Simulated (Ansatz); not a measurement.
# GaF (F-43m) in Ansatz: notebook

Runs on GaF. Level: PBE. Tasks: relaxation of cell and atoms.

All numbers are computed with Ansatz 0.2.0; they aren't measurements. Logs are shortened: lines on timing, memory, paths and dates and some standing lists are left out, and cuts for length are marked.

## Step 1: The structure

It takes space group F-43m (No. 216, cubic). Conventional cell: a = 5.692 Å, b = 5.692 Å, c = 5.692 Å, α = 90.00°, β = 90.00°, γ = 90.00°. Ga (site symmetry -43m) has 4 F at 2.46 Å as nearest neighbours. Around F (site symmetry -43m) lie 4 Ga at 2.46 Å.

The cell was built by a generator and needn't be a form met in nature.

## Step 2: Relaxation of cell and atoms, PBE

Input file input.yaml:

```yaml
crystal:
  lattice:
    - [0.0, 2.84624, 2.84624]
    - [2.84624, 0.0, 2.84624]
    - [2.84624, 2.84624, 0.0]
  atoms:
    - { symbol: Ga, position: [0.25, 0.25, 0.25] }
    - { symbol: F, position: [0.0, 0.0, 0.0] }
hamiltonian:
  xc: pbe
  pseudopotentials: { kind: paw }
kpoints:
  mp_grid: { grid: [8, 8, 8] }
scf:
  occupations: { method: fermi_dirac, width: 0.05 }
output:
  forces: true
  stress: true
  eigenvalues: true
relax:
  f_tol: 0.01
  max_steps: 40
  cell: { stress_tol: 0.05 }
```

Potentials or basis: Ansatz PAW.

Run with:

```console
$ ansatz run input.yaml --threads 2 --pin off --max-ram 5632MiB --backend cpu --events-out ev --progress --plain --runs-dir out
```

Output:

```text
Warning: RAYON_NUM_THREADS=2 ignored (pool sized by the plan → 2); use --threads N
Engine: ansatz 0.2.0, x86_64-unknown-linux-gnu
Pseudopotentials: kind: paw
Pseudopotential: Ga, paw, valence charge 13, recommended cutoff 420 eV (normal), Ga.paw.azcp
Pseudopotential: F, paw, valence charge 7, recommended cutoff 420 eV (normal), F.paw.azcp
Functional definition: PBE
  parameter kappa = 0.804
  parameter beta = 0.06672455060314922
  exchange = pbe_x(kappa = kappa, mu = beta*pi^2/3)
  correlation = pbe_c(beta = beta)
Crystal: 2 atoms, lattice volume = 46.115 Å³
Basis set: ecut = 420 eV, 893 PW (Γ), exchange–correlation on 54×54×54 points (8 copies of the dense FFT grid, shifted against one another)
Bands: 14, of which v1, the nominal top of the filled ones, is band 10 counted from 1 (9 counted from 0)
Symmetry: 24 space group operations
Space group: F-43m (ITA 216), of the structure as read, at distance tolerance 3.6e-5 Å
k-points: 29 of 512 (time reversal used)
Non-local potential: Ga, projectors of the file, l = 0: 2, l = 1: 2, l = 2: 3, l = 3: 1
Non-local potential: F, projectors of the file, l = 0: 2, l = 1: 2, l = 2: 1
PAW form: soft (Blöchl's): semilocal exchange-correlation on the pseudo side does not see the compensation charge
PAW one-centre angular grid: Ga, 590 points (default); XC on 64 Gauss nodes
PAW one-centre angular grid: F, 110 points (default); XC on 64 Gauss nodes
Initial density: superposition of atomic densities (neutral atoms: chi_scale 0, normalization atom), corrected by the library's trained network
Initial wavefunctions: pseudopotential atomic-orbital guess
Functional: x = pbe(κ = 0.804, μ = 0.2195149727645171), c = pbe(β = 0.06672455060314922)
SCF iter   1: F=—  HF=-4591.401436 eV  |F-HF|=—  |Δ(HF+E_count)|=         —  Δρ=2.44e-3  dr2=2.70e-3  ethr=1.77e-3  ⟨swp⟩=5.8  Hψ=2085  notcnv=0
preconditioner: auto → none  [insulator: Δε(μ)=2.286 eV  Ē_g=16.431 eV  σ=0.050 eV  W_gap=1.00  n_scr=14 (ndim 8)  ℏωp=24.5 eV  f_vac=0.211  D(μ)=0.00/eV (n_scr^D=0)  ε∞_Penn≈3.2]
SCF iter   2: F=—  HF=-4591.402130 eV  |F-HF|=—  |Δ(HF+E_count)|=   6.94e-4  Δρ=2.42e-3  dr2=1.44e-3  ethr=1.35e-5  ⟨swp⟩=2.0  Hψ=942  notcnv=0
SCF iter   3: F=—  HF=-4591.402128 eV  |F-HF|=—  |Δ(HF+E_count)|=   1.58e-6  Δρ=7.29e-4  dr2=1.99e-4  ethr=7.19e-6  ⟨swp⟩=2.0  Hψ=696  notcnv=0
SCF iter   4: F=—  HF=-4591.402494 eV  |F-HF|=—  |Δ(HF+E_count)|=   3.66e-4  Δρ=1.83e-4  dr2=9.89e-6  ethr=9.94e-7  ⟨swp⟩=2.0  Hψ=638  notcnv=0
SCF iter   5: F=—  HF=-4591.402522 eV  |F-HF|=—  |Δ(HF+E_count)|=   2.85e-5  Δρ=2.63e-5  dr2=3.45e-7  ethr=4.94e-8  ⟨swp⟩=3.0  Hψ=690  notcnv=0
SCF iter   6: F=-4591.402524 eV  HF=-4591.402524 eV  |F-HF|=1.56e-8  |Δ(HF+E_count)|=   1.39e-6  Δρ=8.73e-6  dr2=2.57e-8  ethr=5.00e-10  ⟨swp⟩=5.9  Hψ=1861  notcnv=0
SCF 1 converged in 6 iterations: F = -4591.402524 eV  dr2 = 2.57e-8
relax step   1: F+E_penalty+E_count = -4591.40252373 eV  Δ(F+E_penalty+E_count) = +0.000e0 eV  max|allowed force component| = 1.758e-16 eV/Å  Δτ_max = 0.0000 Å  P = -0.008 GPa  Ω = 46.115 Å³  (6 SCF iters, dr2 threshold 1.00e-7 eV, accepted)
Initial density: handed on by an earlier stage of this run
Initial wavefunctions: pseudopotential atomic-orbital guess (no wavefunctions were taken with the density)
iter 1 solved again at ethr=2.13e-8 eV; its pass at ethr=3.10e-3 eV (dr2=4.26e-6 eV) is discarded
SCF iter   1: F=—  HF=-4591.402519 eV  |F-HF|=—  |Δ(HF+E_count)|=         —  Δρ=9.13e-6  dr2=2.75e-8  ethr=2.13e-8  ⟨swp⟩=3.0  Hψ=3055  notcnv=0
preconditioner: auto → none  [insulator: Δε(μ)=2.273 eV  Ē_g=16.455 eV  σ=0.050 eV  W_gap=1.00  n_scr=14 (ndim 8)  ℏωp=24.5 eV  f_vac=0.213  D(μ)=0.00/eV (n_scr^D=0)  ε∞_Penn≈3.2]
SCF iter   2: F=—  HF=-4591.402524 eV  |F-HF|=—  |Δ(HF+E_count)|=   4.39e-6  Δρ=5.47e-6  dr2=9.21e-9  ethr=1.37e-10  ⟨swp⟩=2.0  Hψ=693  notcnv=0
SCF iter   3: F=—  HF=-4591.402524 eV  |F-HF|=—  |Δ(HF+E_count)|=   1.96e-9  Δρ=1.63e-6  dr2=1.38e-9  ethr=4.60e-11  ⟨swp⟩=2.0  Hψ=670  notcnv=0
SCF iter   4: F=—  HF=-4591.402524 eV  |F-HF|=—  |Δ(HF+E_count)|=   4.67e-9  Δρ=1.18e-6  dr2=4.68e-10  ethr=6.90e-12  ⟨swp⟩=2.0  Hψ=546  notcnv=0
SCF iter   5: F=-4591.402524 eV  HF=-4591.402524 eV  |F-HF|=2.91e-11  |Δ(HF+E_count)|=   2.27e-9  Δρ=1.66e-7  dr2=8.76e-12  ethr=1.00e-12  ⟨swp⟩=4.0  Hψ=1895  notcnv=0
SCF 2 converged in 5 iterations: F = -4591.402524 eV  dr2 = 8.76e-12
relax step   2: F+E_penalty+E_count = -4591.40252377 eV  Δ(F+E_penalty+E_count) = -3.548e-8 eV  max|allowed force component| = 2.035e-16 eV/Å  Δτ_max = 0.0000 Å  P = -0.007 GPa  Ω = 46.115 Å³  stress off target by 7.38e-3 GPa  SCF on the basis re-selected at this cell (its energy is not comparable with the rows above)  (5 SCF iters)
basis re-selected at this cell: Δ(F+E_penalty+E_count) = -3.548e-8 eV, ΔP = +0.000 GPa vs the last step (what re-selecting the basis moved, of the pressure what is left beyond the Pulay correction that the steps carried, after the strain that the cell walked since its last selection, with what the two solves' SCF thresholds leave and, on support functions, any second-order correction that the steps lacked; it is no measure of the basis error at this ecutwfc). This SCF's stress stands 7.38e-3 GPa from its target on what of the cell is left free (relax.cell.stress_tol is 5.00e-2 GPa) and its largest allowed force component is 2.04e-16 eV/Å (relax.f_tol is 1.00e-2 eV/Å): within both
SCF converged after 5 iterations
Free energy (F): -4591.402524 eV
Harris-Foulkes:  -4591.402524 eV  (|F-HF|=2.91e-11)
Internal energy: -4591.402524 eV  (E = F + TS)
E sigma→0 (E₀):  -4591.402524 eV
Fermi energy:    3.393008 eV
--- Per-component energies (eV) ---
  E_band       = -159.523598
  E_kinetic    = 317.688799
  E_local      = -2899.409767  (includes V_loc(G=0)·N_el)
  E_nonlocal   = 492.950588
  E_hartree    = 1276.081010
  E_xc         = -148.729990
  E_vxc        = -159.149960  (∫ρ·V_xc dr)
  E_paw        = -2181.222315  (= ΣΔE_a)
  E_vpaw       = -463.767299  (= ΣTr[D̂ρ^β])
  E_aug_tail   = 0.001968  (compensation charges beyond the density's cutoff)
  E_ewald      = -1448.762817
  E_smearing   = -0.000000  (= −TS)
  E_closure    = -0.000000  (closes the sum)
  Σ components = -4591.402524   (vs F -4591.402524, Δ=0.00e0)
--- Forces (eV/Å), atoms counted from 1 ---
  atom   1  Ga     0.00000000    -0.00000000    -0.00000000
  atom   2  F     -0.00000000     0.00000000     0.00000000
  max |Σ_I F_I| component: 4.63e-18 eV/Å
--- Stress (GPa, compression-positive) ---
       -0.007376      -0.000000       0.000000
        0.000000      -0.007376       0.000000
       -0.000000       0.000000      -0.007376
  P = ⅓ Tr σ = -0.0074 GPa (-0.074 kbar)
--- Band table (eV; the first three rows and the last of 29) ---
  k-point 0: bands = ["-19.5948", "-11.2460", "-11.2460", "-11.2460", "-11.2243", "-11.2243", "-1.7279", "-1.0463", "-1.0463", "-1.0463", "8.7385", "8.7385", "8.7385", "12.1555"]
  k-point 1: bands = ["-19.5885", "-11.2439", "-11.2439", "-11.2404", "-11.2242", "-11.2242", "-2.1036", "-1.0685", "-1.0685", "-0.5538", "7.8536", "8.7399", "8.7399", "12.9569"]
  k-point 2: bands = ["-19.5733", "-11.2406", "-11.2406", "-11.2263", "-11.2225", "-11.2225", "-2.5472", "-1.1201", "-1.1201", "0.2040", "6.4701", "8.7237", "8.7237", "13.1880"]
  k-point 28: bands = ["-19.5381", "-11.2333", "-11.2314", "-11.2209", "-11.2159", "-11.1928", "-2.7576", "-1.6159", "-1.5242", "2.2034", "5.5745", "6.5812", "7.6579", "12.0000"]
--- Relaxed structure (1 steps of the walk, 1 accepted, 1 SCFs on fresh bases) ---
  F+E_penalty+E_count = -4591.40252377 eV   max|allowed force component| = 2.035e-16 eV/Å   (the final SCF, on the basis selected at the relaxed cell)
  cell:  # Å, volume = 46.1152 Å³
    - [0.0, 2.84624, 2.84624]
    - [2.84624, 0.0, 2.84624]
    - [2.84624, 2.84624, 0.0]
  atoms:
    - { symbol: Ga, position: [0.25, 0.25, 0.25] }
    - { symbol: F, position: [0.0, 0.0, 0.0] }
```

Run time: 1.1 s. Hardware: 2 threads of Intel Xeon 6975P-C (Granite Rapids), shared host; peak memory 0.39 GiB.

What came out:

| Property | Result |
| --- | --- |
| Free energy | -4591.4025 eV |
| Energy gained by relaxing | 0.0 meV/atom |
| Ionic steps | 2 |
| Pressure after relaxing | 0.0 GPa |
| Band gap on the k mesh | 2.27 eV, indirect (least direct gap 2.28 eV) |

Final structure:
```xyz
2
Lattice="0.0000 2.8462 2.8462 2.8462 0.0000 2.8462 2.8462 2.8462 0.0000" Properties=species:S:1:pos:R:3 pbc="T T T"
Ga    1.4231    1.4231    1.4231
F     0.0000    0.0000    0.0000
```

Levels at points of the mesh, in eV from the valence-band top:
```tsv
k point	band 7	band 8	band 9	band 10	band 11	band 12	band 13	band 14
(0.00, 0.00, 0.00)	-3.93	-3.25	-3.25	-3.25	6.54	6.54	6.54	9.95
(0.00, 0.00, -0.50)	-5.14	-3.39	-3.39	-1.04	2.78	6.45	6.45	10.52
(0.00, -0.50, -0.50)	-5.07	-3.66	-3.66	-0.01	2.27	6.11	6.11	7.62
```

Caveat: the plane-wave basis is chosen anew once the cell has moved, so the energies of steps on either side of that aren't comparable.

## Step 3: Relaxation of cell and atoms, PBE, target pressure 2 GPa, at which the enthalpy is minimised

input.yaml, as its differences from that of step 2:

```diff
@@ -19,2 +19,6 @@
   eigenvalues: true
+  write_density: true
+  write_potential: true
+  elf: true
+  volumetric_format: npy
 relax:
@@ -22,2 +26,2 @@
   max_steps: 40
-  cell: { stress_tol: 0.05 }
+  cell: { stress_tol: 0.05, p_target: 2.0 }
```

Potentials or basis: Ansatz PAW.

Run with:

```console
$ ansatz run input.yaml --threads 2 --pin off --max-ram 5632MiB --backend cpu --events-out ev --progress --plain --runs-dir out
```

Run time: 4.4 s. Hardware: 2 threads of Intel Xeon 6975P-C (Granite Rapids), shared host; peak memory 0.39 GiB.

It converged, with:

| Property | Result |
| --- | --- |
| Free energy | -4591.3854 eV |
| Relaxed volume | 21.58 Å³/atom |
| Relaxed cell | a = 3.937 Å, b = 3.937 Å, c = 3.937 Å, α = 60.00°, β = 60.00°, γ = 60.00° |
| Space group after relaxing (to 0.05 Å) | F-43m (No. 216) |
| Energy change on relaxing (the enthalpy is what falls) | +8.6 meV/atom |
| Ionic steps | 6 |
| Pressure after relaxing | 2.0 GPa |
| Band gap on the k mesh | 1.99 eV, indirect (least direct gap 2.00 eV) |

Step by step:
| step | energy change (eV) | largest force (eV/Å) | volume (Å³) |
| --- | --- | --- | --- |
| 1 | 0.0000 | 0.0000 | 46.12 |
| 2 | 0.0075 | 0.0000 | 43.77 |
| 3 | 0.0118 | 0.0000 | 43.33 |
| 4 | 0.0151 | 0.0000 | 43.33 |
| 5 | 0.0169 | 0.0000 | 43.15 |
| 6 | 0.0171 | 0.0000 | 43.15 |

Final structure:
```yaml
crystal:
  lattice:
    - [0.00000, 2.78397, 2.78397]
    - [2.78397, 0.00000, 2.78397]
    - [2.78397, 2.78397, 0.00000]
  atoms:
    - { symbol: Ga, position: [0.25000, 0.25000, 0.25000] }
    - { symbol: F, position: [0.00000, 0.00000, 0.00000] }
```

Levels at points of the mesh, in eV from the valence-band top:
```
             k point  band 6  band 7  band 8  band 9  band 10  band 11  band 12  band 13  band 14
  (0.00, 0.00, 0.00)  -13.58   -4.20   -3.72   -3.72    -3.72     6.59     6.59     6.59    10.22
 (0.00, 0.00, -0.50)  -13.56   -5.67   -3.88   -3.88    -1.15     2.58     6.50     6.50    10.60
(0.00, -0.50, -0.50)  -13.56   -5.58   -4.17   -4.17    -0.01     1.99     6.16     6.16     7.44
```

Caveat: the plane-wave basis is chosen anew once the cell has moved, so the energies of steps on either side of that aren't comparable.

(Continued in part 2 of 2.)
